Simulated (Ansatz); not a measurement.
# C₆H₁₉N₃Sn: up Jacob's ladder to CCSD(T)

One table from this session's results is given with a row withheld; the runs are named, their logs left out.

Computed with Ansatz 0.2.0, Gaussian basis. Level: functionals in def2-TZVPP, the program's frozen cores in correlated methods.

The runs, in order: LDA (SPW92), PBE-D4, revPBE-D4, BLYP-D4, r2SCAN-D4, B97M-V, PBE0-D4, B3LYP-D4, r2SCANh-D4, r2SCAN0-D4, HSE06-D4, BHLYP-D4, CAM-B3LYP-D4, LC-ωPBE, ωB97X-V, ωB97M-V, B2PLYP, PBE-QIDH; CCSD(T)/def2-SVP; CCSD(T)/def2-TZVPP; MP2/def2-QZVPP; extrapolation to the limit; RPA on PBE.

## Structure used throughout

The geometry comes from an earlier relaxation with PBE0-D4 in a triple-zeta def2 set; it is a stationary point, not always the lowest conformer. Sn takes the def2 core potential; no spin-orbit term is included.

SMILES `C[N](C)[SnH]([N](C)C)[N](C)C`, 29 atoms, charge 0, spin multiplicity 1.

Atoms are counted from 1 here; the program's logs count them from 0.

Bond lengths: C1–N2 1.441 Å, C1–H11 1.103 Å, C1–H12 1.099 Å, C1–H13 1.093 Å, N2–C3 1.439 Å, N2–Sn4 2.021 Å, C3–H14 1.103 Å, C3–H15 1.099 Å, C3–H16 1.094 Å, Sn4–N5 2.012 Å, Sn4–N8 2.021 Å, Sn4–H17 1.712 Å, N5–C6 1.441 Å, N5–C7 1.441 Å, C6–H18 1.103 Å, C6–H19 1.092 Å, C6–H20 1.099 Å, C7–H21 1.103 Å and more. Angles: N2–C1–H11 113.1°, N2–C1–H12 110.5°, N2–C1–H13 110.6°, H11–C1–H12 107.0°, H11–C1–H13 107.9°, H12–C1–H13 107.5°, C1–N2–C3 113.1°, C1–N2–Sn4 118.9°, C3–N2–Sn4 120.2°, N2–C3–H14 113.3°, N2–C3–H15 110.5°, N2–C3–H16 110.9°, H14–C3–H15 107.0°, H14–C3–H16 107.7°, H15–C3–H16 107.2°, N2–Sn4–N5 101.4°, N2–Sn4–N8 118.7°, N2–Sn4–H17 107.4° and more.

Geometry (Å):

```mol
C6H19N3Sn
  3D, bonds by distance, orders not assigned

 29 28  0  0  0  0  0  0  0  0999 V2000
   -0.5454    0.2195    2.3814 C   0  0
    0.4299   -0.6276    1.7425 N   0  0
    0.6176   -1.8833    2.4202 C   0  0
    0.6635   -0.5108   -0.2613 Sn  0  0
    0.9938    1.4586   -0.5100 N   0  0
    0.9486    2.0291   -1.8322 C   0  0
    1.8942    2.1500    0.3773 C   0  0
   -0.9504   -0.7963   -1.4433 N   0  0
   -2.1102    0.0382   -1.2548 C   0  0
   -1.2756   -2.1168   -1.9144 C   0  0
   -1.5432   -0.2449    2.4520 H   0  0
   -0.2308    0.4639    3.4061 H   0  0
   -0.6517    1.1616    1.8373 H   0  0
   -0.3076   -2.4786    2.5014 H   0  0
    0.9834   -1.7182    3.4438 H   0  0
    1.3630   -2.4963    1.9055 H   0  0
    1.8365   -1.6755   -0.7076 H   0  0
    1.9362    2.0594   -2.3225 H   0  0
    0.2717    1.4599   -2.4735 H   0  0
    0.5790    3.0636   -1.7911 H   0  0
    2.9292    2.1871   -0.0021 H   0  0
    1.5677    3.1898    0.5209 H   0  0
    1.9121    1.6688    1.3579 H   0  0
   -2.6462    0.1727   -2.2054 H   0  0
   -2.8322   -0.3797   -0.5334 H   0  0
   -1.8169    1.0295   -0.8999 H   0  0
   -1.9493   -2.6687   -1.2372 H   0  0
   -1.7759   -2.0653   -2.8920 H   0  0
   -0.3710   -2.7175   -2.0453 H   0  0
  1  2  8  0
  2  3  8  0
  2  4  8  0
  4  5  8  0
  5  6  8  0
  5  7  8  0
  4  8  8  0
  8  9  8  0
  8 10  8  0
  1 11  8  0
  1 12  8  0
  1 13  8  0
  3 14  8  0
  3 15  8  0
  3 16  8  0
  4 17  8  0
  6 18  8  0
  6 19  8  0
  6 20  8  0
  7 21  8  0
  7 22  8  0
  7 23  8  0
  9 24  8  0
  9 25  8  0
  9 26  8  0
 10 27  8  0
 10 28  8  0
 10 29  8  0
M  END
```

The first run:

in.yaml reads:

```yaml
crystal:
  periodic: [false, false, false]
  atoms:
    - {symbol: C, position_ang: [-0.545364, 0.219529, 2.381363]}
    - {symbol: N, position_ang: [0.429941, -0.627611, 1.742519]}
    - {symbol: C, position_ang: [0.617629, -1.883339, 2.420238]}
    - {symbol: Sn, position_ang: [0.663531, -0.510833, -0.261318]}
    - {symbol: N, position_ang: [0.993830, 1.458614, -0.509961]}
    - {symbol: C, position_ang: [0.948643, 2.029112, -1.832240]}
    - {symbol: C, position_ang: [1.894214, 2.149993, 0.377270]}
    - {symbol: N, position_ang: [-0.950437, -0.796299, -1.443326]}
    - {symbol: C, position_ang: [-2.110225, 0.038181, -1.254829]}
    - {symbol: C, position_ang: [-1.275607, -2.116829, -1.914357]}
    - {symbol: H, position_ang: [-1.543206, -0.244930, 2.451953]}
    - {symbol: H, position_ang: [-0.230807, 0.463854, 3.406143]}
    - {symbol: H, position_ang: [-0.651681, 1.161569, 1.837270]}
    - {symbol: H, position_ang: [-0.307552, -2.478588, 2.501411]}
    - {symbol: H, position_ang: [0.983416, -1.718211, 3.443808]}
    - {symbol: H, position_ang: [1.362981, -2.496305, 1.905471]}
    - {symbol: H, position_ang: [1.836465, -1.675508, -0.707592]}
    - {symbol: H, position_ang: [1.936183, 2.059399, -2.322489]}
    - {symbol: H, position_ang: [0.271736, 1.459877, -2.473504]}
    - {symbol: H, position_ang: [0.579021, 3.063568, -1.791083]}
    - {symbol: H, position_ang: [2.929197, 2.187090, -0.002125]}
    - {symbol: H, position_ang: [1.567679, 3.189778, 0.520934]}
    - {symbol: H, position_ang: [1.912107, 1.668845, 1.357857]}
    - {symbol: H, position_ang: [-2.646191, 0.172728, -2.205354]}
    - {symbol: H, position_ang: [-2.832237, -0.379671, -0.533382]}
    - {symbol: H, position_ang: [-1.816866, 1.029467, -0.899893]}
    - {symbol: H, position_ang: [-1.949251, -2.668675, -1.237173]}
    - {symbol: H, position_ang: [-1.775855, -2.065266, -2.892025]}
    - {symbol: H, position_ang: [-0.370993, -2.717538, -2.045287]}
basis:
  gaussian: {orbitals: def2-TZVPP}
hamiltonian: {xc: lda}
output: {orbitals: {seedname: orbitals}}
```

Run with:

```bash
$ ansatz run in.yaml --threads 11 --pin off --events-out ev --progress --plain --max-ram 120832MiB --backend cuda --devices 0, --max-vram 75GiB
```

Among the steps run: LDA; PBE-D4 (GGA); revPBE-D4 (GGA); BLYP-D4 (GGA); r2SCAN-D4 (meta-GGA); B97M-V (meta-GGA); B3LYP-D4 (hybrid); r2SCANh-D4 (hybrid); r2SCAN0-D4 (hybrid); HSE06-D4 (hybrid); BHLYP-D4 (hybrid); CAM-B3LYP-D4 (range-separated); LC-ωPBE (range-separated); ωB97X-V (range-separated); ωB97M-V (range-separated); B2PLYP (double hybrid); PBE-QIDH (double hybrid).

One of the session's tables, all rows but one given; the rest of the session is left out.

It belongs to the step «Frontier levels by functional». 

```
  functional  HOMO (eV)  gap (eV)
 LDA (SPW92)          ?         ?
      PBE-D4      -4.45      3.83
   revPBE-D4      -4.40      3.88
     BLYP-D4      -4.35      3.78
   r2SCAN-D4      -4.66      4.32
      B97M-V      -4.84      4.40
     PBE0-D4      -5.71      6.12
    B3LYP-D4      -5.51      5.61
  r2SCANh-D4      -5.14      5.16
  r2SCAN0-D4      -5.87      6.43
    HSE06-D4      -5.31      5.35
    BHLYP-D4      -6.94      8.03
CAM-B3LYP-D4      -7.06      8.29
     LC-ωPBE      -8.36     10.76
     ωB97X-V      -8.05     10.21
     ωB97M-V      -7.99      9.76
```

**Question.** Estimate the row for LDA (SPW92).

The run gave: HOMO (eV): -4.56; gap (eV): 3.70. In the column «HOMO (eV)» it lies between r2SCAN-D4 (-4.66) and PBE-D4 (-4.45).
